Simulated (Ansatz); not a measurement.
# CHBFNO: the cost of one run

The runs use Ansatz 0.2.0, Gaussian basis; the settings change from run to run.

**1. The molecule**

The geometry comes from an earlier relaxation with PBE0-D4 in a triple-zeta def2 set; it is a stationary point.

SMILES `O=C=NBF`, 6 atoms, charge 0, spin multiplicity 1.

Atoms are counted from 1 here; the program's logs count them from 0.

Bond lengths: O1–C2 1.158 Å, C2–N3 1.203 Å, N3–B4 1.416 Å, B4–F5 1.318 Å, B4–H6 1.193 Å. Angles: O1–C2–N3 175.6°, C2–N3–B4 144.6°, N3–B4–F5 118.1°, N3–B4–H6 122.6°, F5–B4–H6 119.2°.

**2. BHLYP/ANO-RCC-VTZP**

This run has atoms shaken by 0.15 Å, D3(BJ) dispersion.

File in.yaml:

```yaml
crystal:
  periodic: [false, false, false]
  atoms:
    - {symbol: O, position_ang: [0.931655, -2.115690, 1.014732]}
    - {symbol: C, position_ang: [0.582969, -1.183879, 0.483362]}
    - {symbol: N, position_ang: [0.483618, -0.566079, -0.087548]}
    - {symbol: B, position_ang: [-0.252553, 1.063737, -0.342400]}
    - {symbol: F, position_ang: [-0.400431, 1.431526, -1.599242]}
    - {symbol: H, position_ang: [-1.217366, 1.058099, 0.586484]}
basis:
  gaussian: {orbitals: ANO-RCC-VTZP}
hamiltonian: {xc: {name: BHLYP}, dispersion: d3bj}
output: {forces: true}
```

On the command line:

```console
$ ansatz run in.yaml --threads 2 --pin off --events-out ev --progress --plain --max-ram 22528MiB --backend cpu
```

**Question.** How long does this run take on 2 threads of AMD EPYC 7R13, shared host, and how much memory does it need?

About 8.6 s, with a peak of 0.51 GiB.
